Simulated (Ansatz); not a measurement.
The system is NiMoIrPdW.

```
CELL_PARAMETERS angstrom
2.76616 0.00000 0.00000
-1.38308 2.39557 0.00000
0.00000 0.00000 11.02292
ATOMIC_POSITIONS crystal
Ni 0.33333 0.66667 0.59712
Mo 0.00000 0.00000 0.41074
Pd 0.66667 0.33333 0.79520
Ir 0.66667 0.33333 0.19960
W 0.33333 0.66667 0.99734
```

The cell was built by a generator and needn't be a form met in nature.

Base run:

| Quantity | Value |
| --- | --- |
| Program | Ansatz 0.2.0 |
| Functional | PBE |
| Potentials or basis | Ansatz PAW |
| Cutoff | 420 eV |
| Density cutoff | 1680 eV |
| k mesh | 11 × 11 × 3 |
| Occupations | fermi-dirac, width 0.05 eV |
| Spin | collinear spin, ferromagnetic start |
| Starting moments | [1.0, 1.0, 0.0, 0.6, 0.0] μB |

Its results: band gap on the k mesh none (metal or under the smearing width); pressure 0.1 GPa; net moment 0.00 μB per cell; largest force 0.161 eV/Å.

**Question.** The run is repeated on the same cell with these changes: functional from PBE to r2SCAN; cutoff from 420 eV to 500 eV; density cutoff from 1680 eV to 2000 eV. What comes out?

**Answer.** Band gap on the k mesh none (metal or under the smearing width); pressure -5.0 GPa; net moment 0.54 μB per cell; site moments Ni +0.44; Mo +0.06; Pd +0.04; Ir -0.02; W +0.02 μB; largest force 0.208 eV/Å.

Caveats: the magnetic or orbital state may not be the lowest (some runs); the PAW data sets come from PBE, with cores solved anew for the run's functional, which leaves a small shift of forces and pressure (some runs).

Not every run made on this cell is shown here.
